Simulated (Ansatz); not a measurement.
# AlHBr radical: one species, many methods

Aim: compute AlHBr radical with functionals from several rungs and with coupled cluster, and see how far each lands from CCSD(T) at the basis-set limit for the atomisation energy.

Computed with Ansatz 0.2.0, Gaussian basis. Level: functionals in def2-TZVPP, the program's frozen cores in correlated methods.

The runs, in order: LDA (SPW92), PBE-D4, revPBE-D4, BLYP-D4, r2SCAN-D4, B97M-V, PBE0-D4, B3LYP-D4, r2SCANh-D4, r2SCAN0-D4, HSE06-D4, BHLYP-D4, CAM-B3LYP-D4, LC-ωPBE, ωB97X-V, ωB97M-V, B2PLYP, PBE-QIDH; CCSD(T)/def2-SVP; CCSD(T)/def2-TZVPP; MP2/def2-QZVPP; extrapolation to the limit; RPA on PBE.

### Step 1. Structure used throughout

The geometry comes from an earlier relaxation with PBE0-D4 in a triple-zeta def2 set; it is a stationary point.

SMILES `[AlH][Br]`, 3 atoms, charge 0, spin multiplicity 2.

Atoms are counted from 1 here; the program's logs count them from 0.

Bond lengths: Al1–Br2 2.275 Å, Al1–H3 1.603 Å. Angles: Br2–Al1–H3 115.7°.

Coordinates:

```xyz
3
charge 0, multiplicity 2
Al   -0.29668   -0.62801   -0.23908
Br    1.58454    0.00856    0.87105
H    -1.29886    0.55465   -0.64528
```

### Step 2. LDA

This LDA is Slater exchange with PW92 correlation.

in.yaml

```yaml
crystal:
  periodic: [false, false, false]
  atoms:
    - {symbol: Al, position_ang: [-0.296680, -0.628011, -0.239076]}
    - {symbol: Br, position_ang: [1.584539, 0.008562, 0.871053]}
    - {symbol: H, position_ang: [-1.298859, 0.554649, -0.645277]}
basis:
  gaussian: {orbitals: def2-TZVPP}
magnetization: {spin_polarized: true, initial_magnetization: 1}
hamiltonian: {xc: lda}
output: {orbitals: {seedname: orbitals}}
```

The runs that follow: PBE-D4 (GGA); revPBE-D4 (GGA); BLYP-D4 (GGA); r2SCAN-D4 (meta-GGA); B97M-V (meta-GGA); PBE0-D4 (hybrid); B3LYP-D4 (hybrid); r2SCANh-D4 (hybrid); r2SCAN0-D4 (hybrid); HSE06-D4 (hybrid); BHLYP-D4 (hybrid); CAM-B3LYP-D4 (range-separated); LC-ωPBE-D4 (range-separated); ωB97X-V (range-separated); ωB97M-V (range-separated); B2PLYP (double hybrid); PBE-QIDH (double hybrid); CCSD(T) in def2-SVP; CCSD(T) in def2-TZVPP; MP2 in def2-QZVPP; RPA on PBE orbitals.

Q: Predict the results of all the runs planned. Wanted: atomisation energy, CCSD(T)/CBS; farthest beyond LDA; mean size of error, GGA; mean size of error, meta-GGA; mean size of error, hybrid; mean size of error, range-separated; mean size of error, double hybrid; gap, smallest and largest; T1 diagnostic.

The runs gave:

| quantity | value |
| --- | --- |
| atomisation energy, CCSD(T)/CBS | 623.3 kJ/mol |
| functionals within 6.2 kJ/mol (1.0 %) | PBE-D4, PBE-QIDH |
| farthest beyond LDA | BLYP-D4 (-20.3 kJ/mol) |
| mean size of error, GGA | 14.1 kJ/mol |
| mean size of error, meta-GGA | 12.5 kJ/mol |
| mean size of error, hybrid | 11.1 kJ/mol |
| mean size of error, range-separated | 11.8 kJ/mol |
| mean size of error, double hybrid | 11.4 kJ/mol |
| gap, smallest and largest | 1.13 eV (LDA (SPW92)), 7.97 eV (LC-ωPBE) |
| T1 diagnostic | 0.0106 |
| triples share of the correlation energy | 3.2 % |

The LDA atomisation energy is off by 65.2 kJ/mol (10 %): it overbinds. PBE-D4 misses by -5.2 kJ/mol. Double hybrids carry the basis error of their MP2 part in triple zeta, and no dispersion term here, so their miss is partly the set-up's. Taken by rung, hybrid functionals do best (11.1 kJ/mol on average) and GGA ones worst beyond LDA (14.1 kJ/mol). The gap between the best rungs is small, so their order is not settled. Misses under about 6.2 kJ/mol are within the doubt on the reference itself, which lacks core-valence correlation, relativity and higher excitations, and its outer-core shells are covered unevenly. All levels share the lack of spin-orbit coupling, which lowers the free heavy atoms and so the true binding. Hartree-Fock recovers 78 % of the binding; the rest is correlation. CCSD(T) in def2-SVP is off by -50.2 kJ/mol, more than most functionals: a good method in a small basis is no reference. Orbital gaps span 1.1 to 8.0 eV; exact exchange widens them. Correlated methods include outer-core shells of Br, which these sets cover unevenly.
